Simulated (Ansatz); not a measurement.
Born–Oppenheimer molecular dynamics of a periodic cell of 25 atoms, Mg$_{12}$O$_{13}$ (surface MgO(111), adsorbate O). It goes on from the last frame of an earlier run, with new velocities.

Computed with Ansatz, DFT PBE, scalar-relativistic, plane waves, PAW. Settings: PAW set soft_1, cutoff 420 eV, k mesh 2x2x1, fermi-dirac smearing 0.02 eV, spin collinear.

```yaml
ensemble: NVT, Nosé–Hoover chain
time_step: 1 fs
steps_asked: 300
set_temperature: 450 K
thermostat: time constant 200 fs, chain length 1
atoms_held: 1 to 8
seed: 247989
```

Frames 1 fs apart, positions in Å.

Velocities at 190 fs (Å/ps):

```
Mg 0.00 0.00 0.00
O 0.00 0.00 0.00
Mg 0.00 0.00 0.00
O 0.00 0.00 0.00
Mg 0.00 0.00 0.00
O 0.00 0.00 0.00
Mg 0.00 0.00 0.00
O 0.00 0.00 0.00
Mg -5.52 4.62 0.46
O -5.75 -6.24 8.59
Mg 2.99 -2.21 2.74
O 0.99 -5.77 3.20
Mg 4.05 7.20 5.29
O 7.63 0.81 -2.40
Mg -6.99 -3.68 -2.12
O -2.02 -2.15 0.59
Mg -3.92 10.01 -0.30
O 0.63 6.16 -3.65
Mg -1.07 5.46 -0.37
O -4.07 -5.09 0.49
Mg -1.01 4.09 0.81
O 2.17 4.55 -0.58
Mg -4.30 2.41 3.82
O 1.78 -2.50 4.59
O 3.69 -2.52 5.60
```

```xyz
25
Lattice="5.6144 0.0000 0.0000 2.8072 4.8622 0.0000 0.0000 0.0000 18.7302" Properties=species:S:1:pos:R:3 time_fs=190 energy_less_start_eV=0.130 T=428
Mg 0.000 0.000 1.000
O 4.211 4.052 2.146
Mg 1.404 2.431 1.000
O 2.807 1.621 2.146
Mg 2.807 0.000 1.000
O 7.018 4.052 2.146
Mg 4.211 2.431 1.000
O 5.614 1.621 2.146
Mg 5.614 3.229 3.515
O 1.439 2.469 4.662
Mg 4.215 0.885 3.595
O 0.001 0.018 4.716
Mg 2.785 3.322 3.453
O 4.100 2.433 4.696
Mg 1.372 0.849 3.509
O 2.779 -0.058 4.734
Mg 2.776 1.601 6.004
O 4.060 0.760 7.317
Mg 4.237 4.055 6.153
O 5.489 3.184 7.197
Mg 5.629 1.656 6.077
O 1.326 0.802 7.095
Mg 6.904 4.003 6.127
O 2.783 3.268 8.261
O 2.734 2.881 9.435
25
Lattice="5.6144 0.0000 0.0000 2.8072 4.8622 0.0000 0.0000 0.0000 18.7302" Properties=species:S:1:pos:R:3 time_fs=191 energy_less_start_eV=0.120 T=433
Mg 0.000 0.000 1.000
O 4.211 4.052 2.146
Mg 1.404 2.431 1.000
O 2.807 1.621 2.146
Mg 2.807 0.000 1.000
O 7.018 4.052 2.146
Mg 4.211 2.431 1.000
O 5.614 1.621 2.146
Mg 5.609 3.233 3.515
O 1.433 2.463 4.671
Mg 4.218 0.883 3.598
O 0.002 0.012 4.719
Mg 2.789 3.329 3.458
O 4.107 2.434 4.693
Mg 1.365 0.845 3.506
O 2.777 -0.060 4.734
Mg 2.772 1.611 6.004
O 4.061 0.766 7.313
Mg 4.236 4.061 6.153
O 5.485 3.179 7.197
Mg 5.628 1.660 6.078
O 1.328 0.807 7.095
Mg 6.899 4.005 6.131
O 2.785 3.265 8.266
O 2.738 2.878 9.440
25
Lattice="5.6144 0.0000 0.0000 2.8072 4.8622 0.0000 0.0000 0.0000 18.7302" Properties=species:S:1:pos:R:3 time_fs=192 energy_less_start_eV=0.108 T=439
Mg 0.000 0.000 1.000
O 4.211 4.052 2.146
Mg 1.404 2.431 1.000
O 2.807 1.621 2.146
Mg 2.807 0.000 1.000
O 7.018 4.052 2.146
Mg 4.211 2.431 1.000
O 5.614 1.621 2.146
Mg 5.603 3.239 3.516
O 1.427 2.457 4.679
Mg 4.221 0.880 3.600
O 0.003 0.006 4.722
Mg 2.793 3.336 3.464
O 4.116 2.436 4.691
Mg 1.358 0.841 3.505
O 2.775 -0.061 4.734
Mg 2.768 1.620 6.004
O 4.061 0.773 7.308
Mg 4.235 4.066 6.152
O 5.482 3.174 7.198
Mg 5.626 1.663 6.079
O 1.331 0.812 7.095
Mg 6.895 4.008 6.135
O 2.787 3.263 8.272
O 2.742 2.876 9.445
25
Lattice="5.6144 0.0000 0.0000 2.8072 4.8622 0.0000 0.0000 0.0000 18.7302" Properties=species:S:1:pos:R:3 time_fs=193 energy_less_start_eV=0.096 T=445
Mg 0.000 0.000 1.000
O 4.211 4.052 2.146
Mg 1.404 2.431 1.000
O 2.807 1.621 2.146
Mg 2.807 0.000 1.000
O 7.018 4.052 2.146
Mg 4.211 2.431 1.000
O 5.614 1.621 2.146
Mg 5.598 3.244 3.517
O 1.421 2.451 4.689
Mg 4.223 0.877 3.602
O 0.003 0.000 4.725
Mg 2.797 3.343 3.470
O 4.124 2.438 4.689
Mg 1.352 0.837 3.503
O 2.774 -0.063 4.733
Mg 2.764 1.629 6.004
O 4.063 0.779 7.303
Mg 4.233 4.072 6.150
O 5.479 3.169 7.199
Mg 5.624 1.666 6.080
O 1.335 0.817 7.095
Mg 6.891 4.012 6.139
O 2.788 3.260 8.278
O 2.745 2.874 9.448
25
Lattice="5.6144 0.0000 0.0000 2.8072 4.8622 0.0000 0.0000 0.0000 18.7302" Properties=species:S:1:pos:R:3 time_fs=194 energy_less_start_eV=0.084 T=450
Mg 0.000 0.000 1.000
O 4.211 4.052 2.146
Mg 1.404 2.431 1.000
O 2.807 1.621 2.146
Mg 2.807 0.000 1.000
O 7.018 4.052 2.146
Mg 4.211 2.431 1.000
O 5.614 1.621 2.146
Mg 5.592 3.249 3.518
O 1.415 2.445 4.698
Mg 4.225 0.873 3.605
O 0.003 -0.006 4.729
Mg 2.801 3.349 3.476
O 4.133 2.440 4.688
Mg 1.347 0.832 3.502
O 2.772 -0.063 4.732
Mg 2.761 1.637 6.005
O 4.064 0.786 7.296
Mg 4.232 4.078 6.149
O 5.477 3.164 7.200
Mg 5.621 1.669 6.081
O 1.339 0.823 7.096
Mg 6.886 4.016 6.143
O 2.790 3.256 8.285
O 2.749 2.873 9.451
25
Lattice="5.6144 0.0000 0.0000 2.8072 4.8622 0.0000 0.0000 0.0000 18.7302" Properties=species:S:1:pos:R:3 time_fs=195 energy_less_start_eV=0.075 T=455
Mg 0.000 0.000 1.000
O 4.211 4.052 2.146
Mg 1.404 2.431 1.000
O 2.807 1.621 2.146
Mg 2.807 0.000 1.000
O 7.018 4.052 2.146
Mg 4.211 2.431 1.000
O 5.614 1.621 2.146
Mg 5.586 3.255 3.518
O 1.409 2.439 4.707
Mg 4.226 0.869 3.607
O 0.003 -0.012 4.732
Mg 2.805 3.355 3.483
O 4.142 2.442 4.686
Mg 1.341 0.828 3.500
O 2.771 -0.064 4.730
Mg 2.757 1.644 6.005
O 4.066 0.792 7.288
Mg 4.230 4.085 6.147
O 5.475 3.159 7.201
Mg 5.617 1.671 6.082
O 1.343 0.829 7.097
Mg 6.881 4.021 6.147
O 2.791 3.253 8.293
O 2.753 2.871 9.453
25
Lattice="5.6144 0.0000 0.0000 2.8072 4.8622 0.0000 0.0000 0.0000 18.7302" Properties=species:S:1:pos:R:3 time_fs=196 energy_less_start_eV=0.069 T=458
Mg 0.000 0.000 1.000
O 4.211 4.052 2.146
Mg 1.404 2.431 1.000
O 2.807 1.621 2.146
Mg 2.807 0.000 1.000
O 7.018 4.052 2.146
Mg 4.211 2.431 1.000
O 5.614 1.621 2.146
Mg 5.581 3.260 3.520
O 1.402 2.434 4.715
Mg 4.227 0.864 3.608
O 0.003 -0.018 4.735
Mg 2.808 3.360 3.489
O 4.151 2.445 4.685
Mg 1.337 0.824 3.499
O 2.769 -0.064 4.727
Mg 2.754 1.651 6.006
O 4.068 0.799 7.280
Mg 4.228 4.091 6.144
O 5.473 3.155 7.202
Mg 5.613 1.672 6.083
O 1.347 0.835 7.098
Mg 6.877 4.026 6.152
O 2.793 3.250 8.300
O 2.757 2.869 9.454
25
Lattice="5.6144 0.0000 0.0000 2.8072 4.8622 0.0000 0.0000 0.0000 18.7302" Properties=species:S:1:pos:R:3 time_fs=197 energy_less_start_eV=0.068 T=459
Mg 0.000 0.000 1.000
O 4.211 4.052 2.146
Mg 1.404 2.431 1.000
O 2.807 1.621 2.146
Mg 2.807 0.000 1.000
O 7.018 4.052 2.146
Mg 4.211 2.431 1.000
O 5.614 1.621 2.146
Mg 5.575 3.266 3.521
O 1.396 2.429 4.724
Mg 4.228 0.859 3.610
O 0.002 -0.024 4.739
Mg 2.812 3.365 3.496
O 4.160 2.448 4.684
Mg 1.332 0.820 3.499
O 2.768 -0.063 4.724
Mg 2.751 1.657 6.008
O 4.069 0.806 7.270
Mg 4.227 4.098 6.142
O 5.471 3.151 7.203
Mg 5.609 1.673 6.084
O 1.352 0.842 7.100
Mg 6.872 4.032 6.156
O 2.794 3.247 8.308
O 2.761 2.868 9.456
25
Lattice="5.6144 0.0000 0.0000 2.8072 4.8622 0.0000 0.0000 0.0000 18.7302" Properties=species:S:1:pos:R:3 time_fs=198 energy_less_start_eV=0.071 T=458
Mg 0.000 0.000 1.000
O 4.211 4.052 2.146
Mg 1.404 2.431 1.000
O 2.807 1.621 2.146
Mg 2.807 0.000 1.000
O 7.018 4.052 2.146
Mg 4.211 2.431 1.000
O 5.614 1.621 2.146
Mg 5.570 3.271 3.522
O 1.389 2.424 4.733
Mg 4.228 0.854 3.612
O 0.001 -0.029 4.742
Mg 2.816 3.369 3.503
O 4.169 2.451 4.684
Mg 1.329 0.815 3.498
O 2.767 -0.061 4.721
Mg 2.748 1.663 6.009
O 4.072 0.813 7.261
Mg 4.225 4.104 6.139
O 5.470 3.147 7.205
Mg 5.604 1.673 6.085
O 1.358 0.848 7.103
Mg 6.867 4.038 6.161
O 2.796 3.243 8.316
O 2.764 2.866 9.458
```

Of the whole run (300 fs, mean temperature of the second half 406 K): The conserved energy stayed within 0.027 meV per atom of its start (net change 0.023 meV per atom), so the integration is sound. A run of 0.3 ps of so small a system gives no equilibrium averages. Limits of this set-up: coarse k mesh, thin slab, slab without dipole correction, a typed lattice constant that wasn't relaxed here.

Time of the run: 33 min on 4 threads of AMD EPYC 7B13 (Zen 3), on a shared host, peak memory 1.5 GiB.
